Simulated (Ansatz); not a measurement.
# Sn2PdAu (P-3m1) in Ansatz: notebook

The runs below take Sn2PdAu through single point, with PBEsol.

Program: Ansatz 0.2.0. These are calculated values, not measurements. Logs are shortened: lines on timing, memory, paths and dates and some standing lists are left out, and cuts for length are marked.

## 1. Starting point

The structure is trigonal, space group P-3m1 (No. 164). The conventional cell has a = 4.163 Å, b = 4.163 Å, c = 5.698 Å, α = 90.00°, β = 90.00°, γ = 120.00°. Au (site symmetry -3m) has 6 Sn at 2.84 Å and 2 Pd at 2.85 Å as nearest neighbours. Sn (site symmetry 3m) is surrounded by 3 Pd at 2.75 Å and 3 Au at 2.84 Å. Pd (site symmetry -3m) is surrounded by 6 Sn at 2.75 Å and 2 Au at 2.85 Å.

The cell comes from a database or a generator and needn't be the stable form of this composition.

## 2. Single point, PBEsol, 20.10 Å³/atom (volume scaled by 0.94)

Contents of input.yaml:

```yaml
crystal:
  lattice:
    - [4.0780343595, 0.0, 0.0]
    - [-2.0390171797, 3.5316813528, 0.0]
    - [0.0, 0.0, 5.581972467]
  atoms:
    - { symbol: Au, position: [0.0, 0.0, 0.5] }
    - { symbol: Sn, position: [0.6666666667, 0.3333333333, 0.76453037] }
    - { symbol: Sn, position: [0.3333333333, 0.6666666667, 0.23546963] }
    - { symbol: Pd, position: [0.0, 0.0, 0.0] }
kpoints:
  mp_grid: { grid: [7, 7, 5] }
scf:
  occupations: { method: fermi_dirac, width: 0.05 }
hamiltonian:
  xc: pbesol
  pseudopotentials: { kind: all_electron, lapw: { basis_error: 0.001 } }
output:
  forces: true
  stress: true
  eigenvalues: true
```

Potentials or basis: all-electron LAPW, scalar-relativistic.

On the command line:

```sh
$ ansatz run input.yaml --threads 2 --pin off --max-ram 8192MiB --backend cpu --events-out ev --progress --plain --runs-dir out
```

Output:

```text
Warning: RAYON_NUM_THREADS=2 ignored (pool sized by the plan → 2); use --threads N
LAPW: plane waves up to 8.577 Å⁻¹, error target 1.0e-3 eV per atom; small_component_spin mean_spin; Pd in spheres of 1.345 Å, 28 of its electrons in bands, Dirac shells []; Sn in spheres of 1.351 Å, 22 of its electrons in bands, Dirac shells []; Au in spheres of 1.368 Å, 43 of its electrons in bands, Dirac shells [] (how accurate: hamiltonian.pseudopotentials.lapw.basis_error, Limitations)
Engine: ansatz 0.2.0, aarch64-unknown-linux-gnu
Pseudopotentials: kind: all_electron
Pseudopotential: Au, LAPW, valence charge 43, lapw/all_electron/scalar/gaussian/Au, Koelling and Harmon's equation, gaussian nucleus
Pseudopotential: Sn, LAPW, valence charge 22, lapw/all_electron/scalar/gaussian/Sn, Koelling and Harmon's equation, gaussian nucleus
Pseudopotential: Pd, LAPW, valence charge 28, lapw/all_electron/scalar/gaussian/Pd, Koelling and Harmon's equation, gaussian nucleus
Functional definition: PBEsol
  exchange = pbesol_x
  correlation = pbesol_c
Crystal: 4 atoms, lattice volume = 80.393 Å³
Basis set: ecut = 280.2624656335877 eV, 891 PW (Γ), exchange–correlation at level 2
Bands: 69, of which v1, the nominal top of the filled ones, is band 58 counted from 1 (57 counted from 0)
Symmetry: 12 space group operations
Space group: P-3m1 (ITA 164), of the structure as read, at distance tolerance 4.3e-5 Å
k-points: 32 of 245
Non-local potential: Au, projectors of the file, none
Non-local potential: Sn, projectors of the file, none
Non-local potential: Pd, projectors of the file, none
Initial density: superposition of atomic densities (chi_scale 0.1, normalization cell, long waves kept (reshape's long-wave potential 0.07 eV rms))
Initial wavefunctions: plane waves of lowest kinetic energy (no species holds an atomic orbital)
Functional: x = pbesol(κ = 0.804, μ = 0.12345679012345678), c = pbesol(β = 0.046)
[... 13 lines left out ...]
SCF converged after 8 iterations
Free energy (F): -990354.708453 eV
Harris-Foulkes:  -990354.708453 eV  (|F-HF|=3.09e-8)
Internal energy: -990354.697356 eV  (E = F + TS)
E sigma→0 (E₀):  -990354.702905 eV
Entropy (-TS):   -0.011098 eV (-2.774 meV/atom)
Fermi energy:    18.895119 eV
--- Per-component energies (eV) ---
  E_band       = -8570.769690
  E_kinetic    = 1085909.910114
  E_xc         = -22475.390001
  E_electrostatic = -2053789.217468  (all electrons and nuclei)
  E_smearing   = -0.011098  (= −TS)
  E_closure    = 0.000000  (closes the sum)
  E_atoms      = -990336.398626  (free atoms, spherical and without spin; not in F)
  Σ components = -990354.708453   (vs F -990354.708453, Δ=0.00e0)
  Basis errors (estimates in eV, not in F): energy 3.4e-4 per atom: plane waves 3.1e-4 (1.7e-4 summed), levels above the bands 1.5e-94, relativity 1.7e-8, radial functions 3.1e-5, core shells 1.3e-7; eigenvalues (radial functions only) 1.6e-6; not estimated: angular momenta, meshes, grids; target (lapw.basis_error) 1.0e-3; muffin-tin radii Pd 1.345 Å, Sn 1.351 Å, Au 1.368 Å
--- Forces (eV/Å), atoms counted from 1 ---
  atom   1  Au    -0.00000000     0.00000000     0.00000000
  atom   2  Sn     0.00000000     0.00000000    -0.01753073
  atom   3  Sn    -0.00000000    -0.00000000     0.01753073
  atom   4  Pd    -0.00000000    -0.00000000     0.00000000
  max |Σ_I F_I| component: 4.60e-31 eV/Å
--- Stress (GPa, compression-positive) ---
        5.146164      -0.000000       0.000000
        0.000000       5.146164       0.000000
        0.000000       0.000000       3.630679
  P = ⅓ Tr σ = 4.6410 GPa (46.410 kbar)
--- Band table (eV; the first three rows and the last of 32) ---
  k-point 0: bands = ["-306.3694", "-306.3694", "-306.3233", "-306.3233", "-306.3106", "-304.7684", "-304.7684", "-304.7331", "-304.7331", "-304.7256", "-110.4314", "-110.4314", "-87.6548", "-66.2714", "-66.2694", "-66.2669", "-66.2669", "-66.2666", "-66.2666", "-66.0371", "-60.7340", "-60.7263", "-60.7137", "-60.7137", "-60.6954", "-60.6954", "-60.6846", "-39.0494", "-39.0289", "-39.0289", "-31.8297", "-31.8297", "-31.8119", "-2.6705", "-2.6705", "-2.6336", "-2.6336", "-2.6232", "-2.6232", "-2.6084", "-2.5924", "-2.5767", "-2.5767", "7.6589", "12.1517", "12.4629", "12.9108", "12.9108", "13.0206", "13.6986", "13.6986", "15.0206", "15.0206", "15.9533", "15.9533", "18.4570", "20.6957", "20.6957", "22.7157", "23.3159", "23.3159", "23.6172", "24.6568", "25.5036", "25.5036", "27.4689", "27.5260", "27.5260", "29.0557"]
  k-point 1: bands = ["-306.3694", "-306.3694", "-306.3233", "-306.3233", "-306.3106", "-304.7684", "-304.7684", "-304.7331", "-304.7331", "-304.7256", "-110.4314", "-110.4314", "-87.6548", "-66.2713", "-66.2694", "-66.2669", "-66.2669", "-66.2666", "-66.2666", "-66.0371", "-60.7340", "-60.7263", "-60.7137", "-60.7137", "-60.6954", "-60.6954", "-60.6846", "-39.0491", "-39.0289", "-39.0289", "-31.8297", "-31.8297", "-31.8126", "-2.6652", "-2.6652", "-2.6355", "-2.6355", "-2.6208", "-2.6208", "-2.6080", "-2.5923", "-2.5826", "-2.5826", "7.8714", "10.8275", "12.9445", "13.0062", "13.0062", "13.7492", "13.7492", "13.9667", "14.8944", "14.8944", "15.7728", "15.7728", "18.3571", "21.0931", "21.0931", "22.3391", "23.2098", "23.2098", "23.2142", "25.0908", "25.4734", "25.4734", "26.9465", "26.9465", "27.0353", "27.7849"]
  k-point 2: bands = ["-306.3694", "-306.3694", "-306.3233", "-306.3233", "-306.3106", "-304.7684", "-304.7684", "-304.7331", "-304.7331", "-304.7256", "-110.4314", "-110.4314", "-87.6548", "-66.2712", "-66.2695", "-66.2668", "-66.2668", "-66.2667", "-66.2667", "-66.0371", "-60.7340", "-60.7263", "-60.7137", "-60.7137", "-60.6954", "-60.6954", "-60.6846", "-39.0487", "-39.0289", "-39.0289", "-31.8297", "-31.8297", "-31.8136", "-2.6542", "-2.6542", "-2.6394", "-2.6394", "-2.6153", "-2.6153", "-2.6074", "-2.5956", "-2.5956", "-2.5920", "8.4910", "9.5178", "13.1957", "13.1957", "13.3056", "13.8552", "13.8552", "14.6199", "14.6199", "14.6737", "15.5201", "15.5201", "18.8732", "20.5449", "21.9729", "21.9729", "22.7920", "22.7920", "24.1444", "25.3147", "25.4636", "25.4636", "25.6354", "26.1492", "26.1492", "26.8145"]
  k-point 31: bands = ["-306.3694", "-306.3694", "-306.3233", "-306.3233", "-306.3106", "-304.7684", "-304.7684", "-304.7331", "-304.7331", "-304.7256", "-110.4314", "-110.4314", "-87.6548", "-66.2700", "-66.2698", "-66.2687", "-66.2668", "-66.2668", "-66.2667", "-66.0363", "-60.7340", "-60.7263", "-60.7137", "-60.7137", "-60.6954", "-60.6954", "-60.6846", "-39.0485", "-39.0301", "-39.0297", "-31.8317", "-31.8311", "-31.8133", "-2.6535", "-2.6453", "-2.6394", "-2.6238", "-2.6156", "-2.6117", "-2.6068", "-2.6013", "-2.5697", "-2.5663", "10.5252", "10.6848", "12.8219", "13.1483", "13.2960", "13.8501", "13.9016", "14.3453", "14.6618", "14.8839", "15.1642", "15.8449", "16.2600", "16.7505", "17.2808", "17.8534", "22.9768", "24.0838", "25.0914", "26.2598", "26.9168", "27.2596", "27.7014", "28.2631", "28.9803", "29.3157"]
```

It took 24 s on 2 threads of Arm Neoverse V2, shared host; peak memory 0.67 GiB.

Results:

* Free energy: -990354.7085 eV
* Pressure: 4.6 GPa
* Largest force: 0.018 eV/Å
* Band gap on the k mesh: none (metal or under the smearing width)

## 3. Single point, PBEsol, 20.53 Å³/atom (volume scaled by 0.96)

input.yaml: that of step 2 with these lines changed.

```diff
@@ -2,5 +2,5 @@
   lattice:
-    - [4.0780343595, 0.0, 0.0]
-    - [-2.0390171797, 3.5316813528, 0.0]
-    - [0.0, 0.0, 5.581972467]
+    - [4.1067538576, 0.0, 0.0]
+    - [-2.0533769287, 3.5565531677, 0.0]
+    - [0.0, 0.0, 5.6212834274]
   atoms:
```

Potentials or basis: all-electron LAPW, scalar-relativistic.

On the command line:

```sh
$ ansatz run input.yaml --threads 2 --pin off --max-ram 8192MiB --backend cpu --events-out ev --progress --plain --runs-dir out
```

It took 24 s on 2 threads of Arm Neoverse V2, shared host; peak memory 0.68 GiB.

The run converged. Its results:

| Quantity | Value |
| --- | --- |
| Free energy | -990354.7436 eV |
| Pressure | 2.0 GPa |
| Largest force | 0.005 eV/Å |
| Band gap on the k mesh | none (metal or under the smearing width) |

## 4. Single point, PBEsol, 20.95 Å³/atom (volume scaled by 0.98)

input.yaml: that of step 3 with these lines changed.

```diff
@@ -2,5 +2,5 @@
   lattice:
-    - [4.1067538576, 0.0, 0.0]
-    - [-2.0533769287, 3.5565531677, 0.0]
-    - [0.0, 0.0, 5.6212834274]
+    - [4.135077193, 0.0, 0.0]
+    - [-2.0675385964, 3.5810818957, 0.0]
+    - [0.0, 0.0, 5.6600521244]
   atoms:
```

On the command line:

```sh
$ ansatz run input.yaml --threads 2 --pin off --max-ram 8192MiB --backend cpu --events-out ev --progress --plain --runs-dir out
```

Run time: 23 s. Hardware: 2 threads of Arm Neoverse V2, shared host; peak memory 0.68 GiB.

The run converged. Its results:

```yaml
Free_energy: -990354.7524 eV
Pressure: -0.3 GPa
Largest_force: 0.008 eV/Å
Band_gap_on_the_k_mesh: none (metal or under the smearing width)
```

## 5. Single point, PBEsol, 21.38 Å³/atom

input.yaml: that of step 4 with these lines changed.

```diff
@@ -2,5 +2,5 @@
   lattice:
-    - [4.135077193, 0.0, 0.0]
-    - [-2.0675385964, 3.5810818957, 0.0]
-    - [0.0, 0.0, 5.6600521244]
+    - [4.1630177513, 0.0, 0.0]
+    - [-2.0815088756, 3.605279129, 0.0]
+    - [0.0, 0.0, 5.69829688]
   atoms:
```

On the command line:

```sh
$ ansatz run input.yaml --threads 2 --pin off --max-ram 8192MiB --backend cpu --events-out ev --progress --plain --runs-dir out
```

Wall time 23 s (2 threads of Arm Neoverse V2, shared host); peak memory 0.67 GiB.

The run converged. Its results:

| Property | Result |
| --- | --- |
| Free energy | -990354.7382 eV |
| Pressure | -2.3 GPa |
| Largest force | 0.020 eV/Å |
| Band gap on the k mesh | none (metal or under the smearing width) |

## 6. Single point, PBEsol, 21.81 Å³/atom (volume scaled by 1.02)

input.yaml: that of step 5 with these lines changed.

```diff
@@ -2,5 +2,5 @@
   lattice:
-    - [4.1630177513, 0.0, 0.0]
-    - [-2.0815088756, 3.605279129, 0.0]
-    - [0.0, 0.0, 5.69829688]
+    - [4.1905882088, 0.0, 0.0]
+    - [-2.0952941043, 3.6291558456, 0.0]
+    - [0.0, 0.0, 5.7360350452]
   atoms:
```

Potentials or basis: all-electron LAPW, scalar-relativistic.

On the command line:

```sh
$ ansatz run input.yaml --threads 2 --pin off --max-ram 8192MiB --backend cpu --events-out ev --progress --plain --runs-dir out
```

Wall time 23 s (2 threads of Arm Neoverse V2, shared host); peak memory 0.67 GiB.

The run converged. Its results:

```
Free energy            : -990354.7039 eV
Pressure               : -4.1 GPa
Largest force          : 0.032 eV/Å
Band gap on the k mesh : none (metal or under the smearing width)
```

## 7. Single point, PBEsol, 22.24 Å³/atom (volume scaled by 1.04)

input.yaml: that of step 6 with these lines changed.

```diff
@@ -2,5 +2,5 @@
   lattice:
-    - [4.1905882088, 0.0, 0.0]
-    - [-2.0952941043, 3.6291558456, 0.0]
-    - [0.0, 0.0, 5.7360350452]
+    - [4.217800583, 0.0, 0.0]
+    - [-2.1089002914, 3.6527224529, 0.0]
+    - [0.0, 0.0, 5.7732830697]
   atoms:
```

On the command line:

```sh
$ ansatz run input.yaml --threads 2 --pin off --max-ram 8192MiB --backend cpu --events-out ev --progress --plain --runs-dir out
```

It took 25 s on 2 threads of Arm Neoverse V2, shared host; peak memory 0.67 GiB.

The run converged. Its results:

```yaml
Free_energy: -990354.6523 eV
Pressure: -5.6 GPa
Largest_force: 0.044 eV/Å
Band_gap_on_the_k_mesh: none (metal or under the smearing width)
```

## 8. Single point, PBEsol, 22.66 Å³/atom (volume scaled by 1.06)

input.yaml: that of step 7 with these lines changed.

```diff
@@ -2,5 +2,5 @@
   lattice:
-    - [4.217800583, 0.0, 0.0]
-    - [-2.1089002914, 3.6527224529, 0.0]
-    - [0.0, 0.0, 5.7732830697]
+    - [4.2446662792, 0.0, 0.0]
+    - [-2.1223331395, 3.6759888283, 0.0]
+    - [0.0, 0.0, 5.8100565648]
   atoms:
```

On the command line:

```sh
$ ansatz run input.yaml --threads 2 --pin off --max-ram 8192MiB --backend cpu --events-out ev --progress --plain --runs-dir out
```

Wall time 25 s (2 threads of Arm Neoverse V2, shared host); peak memory 0.67 GiB.

The run converged. Its results:

| Quantity | Value |
| --- | --- |
| Free energy | -990354.5857 eV |
| Pressure | -6.9 GPa |
| Largest force | 0.056 eV/Å |
| Band gap on the k mesh | none (metal or under the smearing width) |

## 9. The reference run

An earlier run on the cell as given: functional PBEsol; potentials or basis all-electron LAPW, scalar-relativistic; cutoff 267 eV (chosen from the basis error); basis error allowed 0.001 eV/atom; k mesh 7 × 7 × 5; occupations fermi-dirac, width 0.05 eV; no spin polarisation.

* Pressure: -2.3 GPa
* Largest force: 0.020 eV/Å
* Band gap on the k mesh: none (metal or under the smearing width)
* Loewdin charges: Au +0.53; Sn -0.45; Pd +0.67 e
